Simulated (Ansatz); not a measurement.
# PH (SMILES [PH]): UCCSD/cc-pVDZ

What is the electronic atomisation energy of PH at UCCSD/cc-pVDZ? 

The calculation is run with Ansatz 0.2.0.

57 further runs of the same task are left out: 57 set aside as unsound or not needed.

## (1) The system as given

PH has 2 atoms, charge 0, and is taken as a triplet. SMILES: `[PH]`. The shape is that of a GFN2-xTB optimisation.

Bond lengths: P1–H2 1.399 Å.

## (2) The energy at UCCSD/cc-pVDZ

in.yaml

```yaml
crystal:
  periodic: [false, false, false]
  atoms:
    - symbol: P
      position_ang: [0.000000, 0.000000, 0.000000]
    - symbol: H
      position_ang: [0.000000, 0.000000, 1.399070]
basis:
  gaussian:
    orbitals: cc-pVDZ
scf:
  omitted_lower_state_checks: [cluster_reference, increment]
magnetization:
  spin_polarized: true
  initial_magnetization: 2
accuracy: high
correlation:
  method: ccsd
  frozen_orbitals: {H: 0, P: 5}
```

On the command line:

```bash
$ ansatz run in.yaml --threads 1 --pin off --max-ram 2610MiB --events-out events.jsonl --progress --plain --runs-dir runs
```

Standard output:

```text
Warning: RAYON_NUM_THREADS=1 ignored (pool sized by the plan → 1); use --threads N
Functional definition: HF
  name "HF"
  exchange = exact_x
  correlation = 0
these checks for a lower state are left out or cut short: cluster_reference, increment
414 factors; integrals over basis functions are off by at most 2.8e-9 eV
mean field evaluation 1: about -9286.5068 eV, gradient 5.4e0 eV
mean field evaluation 2: about -9286.5101 eV, gradient 5.4e0 eV
mean field evaluation 4: about -9286.8561 eV, gradient 5.3e-1 eV
mean field evaluation 8: about -9286.8612 eV, gradient 1.0e-3 eV
mean field -9286.86119113 eV, -341.2858539134 hartree, gradient 4.9e-8 eV, S^2 2.021512; 0 other end points of the search recorded, 0 dependent functions left out
5 core orbitals not correlated: weight in the atoms' cores, before any rotation towards them, 1.000 or more for the frozen orbitals, at most 0.000 for the correlated occupied ones
reference -9286.86119113 eV, -341.2858539134 hartree; 4, 2 occupied and 14, 16 virtual orbitals, 414 factors
second order -2.22631761 eV of doubles, -0.00000000 eV of singles
cycle   1  -2.66867100 eV  change   -4.4e-1 eV  update   5.0e-2
cycle   2  -2.83239081 eV  change   -1.6e-1 eV  update   2.0e-2
cycle   3  -2.84224341 eV  change   -9.9e-3 eV  update   5.8e-3
cycle   4  -2.84328982 eV  change   -1.0e-3 eV  update   1.4e-3
cycle   5  -2.84287631 eV  change    4.1e-4 eV  update   4.3e-4
cycle   6  -2.84288382 eV  change   -7.5e-6 eV  update   1.5e-4
cycle   7  -2.84296440 eV  change   -8.1e-5 eV  update   5.0e-5
cycle   8  -2.84292011 eV  change    4.4e-5 eV  update   1.7e-5
cycle   9  -2.84293388 eV  change   -1.4e-5 eV  update   5.7e-6
cycle  10  -2.84293190 eV  change    2.0e-6 eV  update   1.4e-6
cycle  11  -2.84293190 eV  change   -4.1e-9 eV  update   2.8e-7
cycle  12  -2.84293197 eV  change   -6.2e-8 eV  update   7.0e-8
cycle  13  -2.84293195 eV  change    1.1e-8 eV  update   2.4e-8
cycle  14  -2.84293198 eV  change   -2.4e-8 eV  update   1.5e-8
cycle  15  -2.84293196 eV  change    2.0e-8 eV  update   4.6e-8
cycle  16  -2.84293195 eV  change    1.0e-8 eV  update   1.5e-8
cycle  17  -2.84293195 eV  change   5.1e-10 eV  update   2.7e-9
cycle  18  -2.84293195 eV  change  -4.3e-10 eV  update  7.6e-10
cycle  19  -2.84293195 eV  change  -2.4e-10 eV  update  2.2e-10
Total energy: -9289.70412308 eV, -341.3903297355 hartree
Checks for a lower state left out: cluster_reference, increment
```

Wall time 0.36 s (1 thread of Arm Neoverse V1, shared host).

## (3) The H atom: the energy at UHF/cc-pVDZ

molecule.yaml

```yaml
crystal:
  periodic: [false, false, false]
  atoms:
    - symbol: H
      position_ang: [0.000000, 0.000000, 0.000000]
basis:
  gaussian: {orbitals: cc-pVDZ}
magnetization: {spin_polarized: true, initial_magnetization: 1}
accuracy: high
hamiltonian: {xc: hf}
```

Run the same way, it converges to -0.49928 Eh (log not shown).

## (4) The P atom at the same level

run.yaml

```yaml
basis:
  gaussian:
    orbitals: cc-pVDZ
crystal:
  periodic: [false, false, false]
  atoms:
    - {symbol: P, position_ang: [0.000000, 0.000000, 0.000000]}
scf:
  omitted_lower_state_checks: [cluster_reference, increment]
correlation:
  method: ccsd
  frozen_orbitals: {P: 5}
accuracy: high
magnetization:
  spin_polarized: true
  initial_magnetization: 3
```

Run the same way, it converges to -340.79032 Eh (log not shown).

## (5) What came out

Level: UCCSD/cc-pVDZ, 5 core orbitals frozen.

| quantity | value |
| --- | --- |
| molecule: total energy | -341.39033 Eh |
| molecule: correlation energy (5 core orbitals frozen) | -104.5 mEh |
| molecule: ⟨S²⟩ of the reference determinant | 2.022 |
| molecule: T1 diagnostic | 0.015 |
| H atom: total energy | -0.49928 Eh |
| H atom: ⟨S²⟩ | 0.750 |
| P atom: total energy | -340.79032 Eh |
| P atom: correlation energy (5 core orbitals frozen) | -81.3 mEh |
| P atom: ⟨S²⟩ of the reference determinant | 3.750 |
| P atom: T1 diagnostic | 0.003 |
| electronic atomisation energy | 2.741 eV |

Taking the molecule apart into free atoms costs 2.74 eV (63 kcal/mol), before zero-point energy and without spin-orbit coupling.
